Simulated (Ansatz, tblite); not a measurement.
**SnH4: charged states by level of theory**

An exercise on one series of results from a longer session: the logs are not shown, and one member is left open.

The runs use Ansatz 0.2.0, Gaussian basis; as each input shows.

Levels to be run: charge +1 doublet, at the geometry of the singlet (PBE0-D4/def2-TZVP, PBE-D4/def2-TZVP, r2SCAN-D4/def2-TZVP, CCSD(T)/def2-TZVPP); the starting singlet's energies come from earlier runs.

5 further runs of the same task are left out: 1 that didn't finish, 4 set aside as unsound or not needed. Runs told in other sessions of the task aren't counted.

### The structure

The geometry is that of the singlet, from an earlier relaxation (PBE-D4/def2-TZVP).

5 atoms, charge 0, spin multiplicity 1.

Atoms are counted from 1 here; the program's logs count them from 0.

Bond lengths: Sn1–H2 1.716 Å, Sn1–H3 1.716 Å, Sn1–H4 1.716 Å, Sn1–H5 1.716 Å. Angles: H2–Sn1–H3 109.5°, H2–Sn1–H4 109.5°, H2–Sn1–H5 109.5°, H3–Sn1–H4 109.5°, H3–Sn1–H5 109.5°, H4–Sn1–H5 109.5°.

Sn takes a core potential in the def2 sets. No spin-orbit coupling is included.

The first run:

The input, in.yaml:

```yaml
crystal:
  periodic: [false, false, false]
  atoms:
    - {symbol: Sn, position_ang: [0.000158, -0.000047, 0.000024]}
    - {symbol: H, position_ang: [0.010831, -0.018707, 1.716007]}
    - {symbol: H, position_ang: [1.614274, 0.011012, -0.582740]}
    - {symbol: H, position_ang: [-0.816703, 1.404937, -0.551110]}
    - {symbol: H, position_ang: [-0.808560, -1.397196, -0.582190]}
basis:
  gaussian: {orbitals: def2-TZVP}
total_charge: 1
magnetization: {spin_polarized: true, initial_magnetization: 1}
hamiltonian: {xc: pbe0, dispersion: d4}
output: {orbitals: {seedname: orbitals}}
```

Started as:

```console
ansatz run in.yaml --threads 4 --pin off --events-out ev --progress --plain --max-ram 3916MiB
```

Steps of the session up to this table: Charge +1 doublet at the fixed geometry, PBE0-D4/def2-TZVP; Charge +1 doublet at the fixed geometry, PBE-D4/def2-TZVP; Charge +1 doublet at the fixed geometry, r2SCAN-D4/def2-TZVP; Charge +1 doublet at the fixed geometry, CCSD(T)/def2-TZVPP.

One of the session's tables, all rows but one given; the rest of the session is left out.

It belongs to the step «Vertical ionisation energy». 

```
             method  vertical ionisation energy (eV)
      HF/def2-TZVPP                            10.89
   PBE-D4/def2-TZVP                            11.20
r2SCAN-D4/def2-TZVP                            11.36
  PBE0-D4/def2-TZVP                                ?
     MP2/def2-TZVPP                            11.65
    CCSD/def2-TZVPP                            11.68
 CCSD(T)/def2-TZVPP                            11.68
```

Estimate the missing values for PBE0-D4/def2-TZVP.

As computed: vertical ionisation energy (eV): 11.49. In the column «vertical ionisation energy (eV)» it lies between r2SCAN-D4/def2-TZVP (11.36) and MP2/def2-TZVPP (11.65).
